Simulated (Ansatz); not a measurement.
# HfNH+ (doublet): wave-function methods side by side, def2-QZVPP

The task here is to estimate one member of a computed series from the others.

Method: def2-QZVPP, core rule «outside noble gas», up to 5 orbitals frozen; program: Ansatz 0.2.0, Gaussian basis.

The runs, in order: UHF; ROHF; CCSD(T) on UHF.

### The system

The geometry is a PBE0/def2-TZVP stationary point (not a proven minimum). No spin-orbit coupling is included. Elements past krypton take def2 core potentials.

3 atoms, charge 1, spin multiplicity 2.

Atoms are counted from 1 here; the program's logs count them from 0.

Bond lengths: Hf1–N2 1.746 Å, N2–H3 1.015 Å. Angles: Hf1–N2–H3 180.0°.

The first run:

in.yaml

```yaml
crystal:
  periodic: [false, false, false]
  atoms:
    - {symbol: Hf, position_ang: [0.000000, 0.000000, 1.502073]}
    - {symbol: N, position_ang: [0.000000, 0.000000, -0.243730]}
    - {symbol: H, position_ang: [0.000000, 0.000000, -1.258344]}
basis:
  gaussian: {orbitals: "def2-QZVPP.json"}
total_charge: 1
magnetization: {spin_polarized: true, initial_magnetization: 1}
hamiltonian: {xc: hf}
output: {orbitals: {seedname: orbitals}}
```

The run is started by

```
> ansatz run in.yaml --threads 1 --pin off --events-out ev --progress --plain --max-ram 3968MiB --backend cpu
```

Steps of the session up to this table: UHF; ROHF; CCSD(T) on UHF.

One table of the session follows, with a row left open; its other results are not shown here.

```
  method  from UCCSD(T) (meV)
    ROHF                    ?
     UHF              +8650.4
    UMP2               +288.6
   UCCSD               +535.7
UCCSD(T)                    0
```

Estimate the missing values for ROHF.

The run gave: from UCCSD(T) (meV): +8686.3. In the column «from UCCSD(T) (meV)» it is the highest.
